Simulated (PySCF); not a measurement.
**IO3Br: structure of the singlet**

The task is one start of a wider search on IO3Br: the singlet, from a PBE0 minimum start. It is relaxed, tested by its Hessian and followed downhill if it is a saddle.

Method: PBE0, basis I def2-SVP with ECP28, O def2-SVP, Br def2-SVP, scalar-relativistic core potentials, no spin–orbit coupling, density fitting; program: PySCF 2.14.0.

## Step 1: Starting geometry

5 atoms, charge 0, spin multiplicity 1.

Bond lengths: I1–O2 1.791 Å, I1–O3 1.791 Å, I1–O4 1.791 Å, I1–Br5 2.526 Å. Angles: O2–I1–O3 114.5°, O2–I1–O4 114.5°, O2–I1–Br5 103.8°, O3–I1–O4 114.5°, O3–I1–Br5 103.8°, O4–I1–Br5 103.8°.

```xyz
5
charge 0 multiplicity 1
I    -0.5679    0.0000   -0.4205
O    -0.3924    1.5063   -1.3727
O    -0.3924   -1.5063   -1.3727
O    -1.9451    0.0000    0.7239
Br    1.4622    0.0000    1.0828
```

## Step 2: First SCF at the start

One driver script runs all steps and calls PySCF; scf.py shows how it sets up the SCF of each step. The optimiser is the driver's own. After this first run the driver tries any further starts and a stability analysis.

scf.py

```python
from pyscf import gto, scf, dft
mol = gto.M(atom='''
I     -0.567856    -0.000000    -0.420526
O     -0.392390     1.506281    -1.372738
O     -0.392390    -1.506281    -1.372738
O     -1.945054    -0.000000     0.723898
Br     1.462206     0.000000     1.082837''',
    basis={'I': 'def2-SVP', 'O': 'def2-SVP', 'Br': 'def2-SVP'},
    ecp={'I': 'def2-SVP'},
    charge=0, spin=0)
mf = dft.RKS(mol, xc='PBE0')
mf.grids.atom_grid = (50, 194)
aux = {'I': 'def2-universal-JKFIT', 'O': 'def2-universal-JKFIT', 'Br': 'def2-universal-JKFIT'}
mf = mf.density_fit(auxbasis=aux)
mf.conv_tol = 1e-08
mf.diis_space = 10
mf.max_cycle = 60
mf.init_guess = 'minao'
mf.verbose = 4
mf.kernel()
```

Run with:

```
OMP_NUM_THREADS=2 python axn.py task.json out
```

What it wrote (excerpt; [...] marks lines left out):

```text
[... the frontier levels of the middle cycles are left out ...]
init E= -3064.35460937522
cycle= 1 E= -3089.38928250789  delta_E=  -25  |g|= 4.24  |ddm|= 9.57
  HOMO = -0.0552406402189121  LUMO = 0.242867550328398  gap/eV = 8.11194
cycle= 2 E= -3011.0974232761  delta_E= 78.3  |g|= 10.6  |ddm|= 23.8
  HOMO = -0.253478389655075  LUMO = -0.050617295076762  gap/eV = 5.52013
cycle= 3 E= -3094.76388222756  delta_E= -83.7  |g|=  2.5  |ddm|= 22.1
cycle= 4 E= -3094.52100762571  delta_E= 0.243  |g|= 2.64  |ddm|= 4.76
cycle= 5 E= -3096.13009102381  delta_E= -1.61  |g|= 0.515  |ddm|= 2.65
cycle= 6 E= -3096.03409192092  delta_E= 0.096  |g|= 0.86  |ddm|= 1.14
cycle= 7 E= -3096.19400699597  delta_E= -0.16  |g|= 0.0795  |ddm|= 0.694
cycle= 8 E= -3096.19614144978  delta_E= -0.00213  |g|= 0.0219  |ddm|= 0.134
cycle= 9 E= -3096.19621222877  delta_E= -7.08e-05  |g|= 0.00441  |ddm|= 0.0201
cycle= 10 E= -3096.19621420416  delta_E= -1.98e-06  |g|= 0.00154  |ddm|= 0.00439
cycle= 11 E= -3096.19621501922  delta_E= -8.15e-07  |g|= 0.000207  |ddm|= 0.0027
cycle= 12 E= -3096.19621503298  delta_E= -1.38e-08  |g|= 5.25e-05  |ddm|= 0.000313
cycle= 13 E= -3096.19621503388  delta_E= -8.99e-10  |g|= 1.6e-05  |ddm|= 8.71e-05
  HOMO = -0.357039489001974  LUMO = -0.187976716250596  gap/eV = 4.60043
Extra cycle  E= -3096.1962150336  delta_E= 2.83e-10  |g|= 4.14e-05  |ddm|= 5.61e-05
converged SCF energy = -3096.1962150336
```

This step, with its further starts and checks, ran for 14 s (2 threads of Arm Neoverse N1, shared host).

The test of internal stability found no lower closed-shell solution.

## Step 3: PBE0 minimum start, singlet: relaxation

The program finds C3v symmetry in the start, which this walk keeps. The walk stops when the largest gradient is under 0.0003 Eh/bohr and the energy has settled too.

scf.py, as its differences from that of step 2:

```diff
@@ -3,5 +3,5 @@
-I     -0.567856    -0.000000    -0.420526
-O     -0.392390     1.506281    -1.372738
-O     -0.392390    -1.506281    -1.372738
-O     -1.945054    -0.000000     0.723898
-Br     1.462206     0.000000     1.082837''',
+I     -0.566548    -0.000000    -0.419557
+O     -0.391082     1.506281    -1.371769
+O     -0.391082    -1.506281    -1.371769
+O     -1.943746    -0.000000     0.724867
+Br     1.463514     0.000000     1.083806''',
@@ -18 +17,0 @@
-mf.init_guess = 'minao'
```

Steps of the walk:

```csv
step,energy (Eh),change (kJ/mol),largest symmetric gradient (Eh/bohr)
0,-3096.196215,0.00,0.00074
1,-3096.196219,-0.01,0.00005
```

The walk took 11 s.

Geometry (Å) and forces (eV/Å) at some steps:

```
step 0
I   -0.567   0.000  -0.420   0.062   0.000  -0.005
O   -0.391   1.506  -1.372  -0.020  -0.003   0.002
O   -0.391  -1.506  -1.372  -0.020   0.003   0.002
O   -1.944   0.000   0.725  -0.010   0.000  -0.007
Br   1.464   0.000   1.084  -0.013   0.000   0.008
step 1
I   -0.564   0.000  -0.418   0.025   0.000  -0.032
O   -0.393   1.505  -1.372  -0.007   0.004   0.006
O   -0.393  -1.505  -1.372  -0.007  -0.004   0.006
O   -1.944   0.000   0.723  -0.005   0.000   0.007
Br   1.465   0.000   1.085  -0.006   0.000   0.013
```

End point (C3v, 1 steps, 0.0 kJ/mol gained): I–Br 2.525 Å, I–O 1.791 Å (×3); Br–I–O 103.9° (×3), O–I–O 114.4° (×3).

## Step 4: Frequencies

The point is checked on the finer grid, and tightened if its gradient asks for it. The Hessian and the dipole derivatives come from central differences of analytic gradients, with steps of 0.02 bohr.

scf.py, as its differences from that of step 3:

```diff
@@ -3,5 +3,5 @@
-I     -0.566548    -0.000000    -0.419557
-O     -0.391082     1.506281    -1.371769
-O     -0.391082    -1.506281    -1.371769
-O     -1.943746    -0.000000     0.724867
-Br     1.463514     0.000000     1.083806''',
+I     -0.567896    -0.000000    -0.420556
+O     -0.392440     1.506270    -1.372768
+O     -0.392440    -1.506270    -1.372768
+O     -1.945093    -0.000000     0.723853
+Br     1.462238     0.000000     1.082861''',
@@ -12 +12 @@
-mf.grids.atom_grid = (50, 194)
+mf.grids.atom_grid = (75, 302)
@@ -15 +15 @@
-mf.conv_tol = 1e-08
+mf.conv_tol = 1e-10
```

The driver hands on the density of the step before, so the log starts near convergence.

SCF at the final geometry:

```text
init E= -3096.19636232298
  HOMO = -0.357038813059073  LUMO = -0.188006270873892  gap/eV = 4.59961
cycle= 1 E= -3096.19636232255  delta_E= 4.22e-10  |g|= 4.65e-05  |ddm|= 5.13e-05
  HOMO = -0.357040115414639  LUMO = -0.188005994351073  gap/eV = 4.59965
cycle= 2 E= -3096.19636231833  delta_E= 4.22e-09  |g|= 0.000147  |ddm|= 0.000158
  HOMO = -0.357039995938871  LUMO = -0.188006079922523  gap/eV = 4.59965
cycle= 3 E= -3096.19636232303  delta_E= -4.7e-09  |g|= 3.52e-06  |ddm|= 0.00012
  HOMO = -0.357039831340365  LUMO = -0.188006138944374  gap/eV = 4.59964
cycle= 4 E= -3096.19636232303  delta_E= -4.55e-13  |g|= 1.98e-07  |ddm|= 4.87e-06
  HOMO = -0.35703985134759  LUMO = -0.188006145590158  gap/eV = 4.59964
Extra cycle  E= -3096.19636232303  delta_E= -5.46e-12  |g|= 4.01e-07  |ddm|= 6.6e-07
converged SCF energy = -3096.19636232303
```

The whole step took 1.8 min.

Geometry: C3v; I–Br 2.526 Å, I–O 1.791 Å (×3); Br–I–O 103.8° (×3), O–I–O 114.5° (×3).

Harmonic modes (main isotopes):

```
symmetry  ω (cm⁻¹)  IR (km/mol)     type
       e       146          2.6     bend
      a1       209          0.3    mixed
       e       266         51.1     bend
      a1       291         99.9     bend
      a1       829         20.7  stretch
       e       888         97.1  stretch
```

No imaginary mode, so this is a minimum.

Properties at this point:

- Dipole moment: 1.78 D
- Highest occupied level: -9.72 eV
- Lowest empty level: -5.12 eV
- Rotational constants: 0.1161, 0.03675, 0.03675 cm⁻¹
- Zero-point energy: 23.5 kJ/mol
- Principal polarisabilities: 47.7, 47.7, 77.1 bohr³
- Atomisation energy without zero-point energy: 625 kJ/mol
- Principal traceless quadrupole moments about the centre of mass: -3.65, -3.65, 7.30 D Å
- Entropy at 298.15 K and 1 bar: 342.0 J/(mol K)
- Heat capacity Cp at 298.15 K: 85.3 J/(mol K)
- Enthalpy at 298.15 K above 0 K: 18.82 kJ/mol
- Rotational symmetry number: 3

Populations by atom (charges in e):

```json
{"atom": "I1", "Mulliken": "1.59", "Löwdin": "1.63", "polar tensor": "1.99", "Mayer order to I1": "–"}
{"atom": "O2,3,4", "Mulliken": "-0.49", "Löwdin": "-0.51", "polar tensor": "-0.54", "Mayer order to I1": "1.48"}
{"atom": "Br5", "Mulliken": "-0.14", "Löwdin": "-0.10", "polar tensor": "-0.36", "Mayer order to I1": "0.74"}
```

Mulliken populations on I1 (outside its core potential): s 3.56, p 9.07, d 10.77.

## Step 5: Results

```
                                 quantity                                                                  value
                                  minimum                                                           singlet, C3v
                                 geometry  I–Br 2.526 Å, I–O 1.791 Å (×3); Br–I–O 103.8° (×3), O–I–O 114.5° (×3)
                       wavenumbers (cm⁻¹)                146 (e), 209 (a1), 266 (e), 291 (a1), 829 (a1), 888 (e)
                            dipole moment                                                                 1.78 D
     highest occupied, lowest empty level                                                        -9.72, -5.12 eV
                polar-tensor charge of I1                                                                +1.99 e
                        zero-point energy                                                            23.5 kJ/mol
                      entropy at 298.15 K                                                        342.0 J/(mol K)
atomisation energy (no zero-point energy)                                                             625 kJ/mol
```

What this shows: The molecule stays C3v, as typed, and the end point is a minimum. The strongest infrared band lies at 291 cm⁻¹ (a1, bend). Other starts or spin states, not run here, may lie lower. Spin–orbit coupling is left out.

The search up to here took 2.2 min.
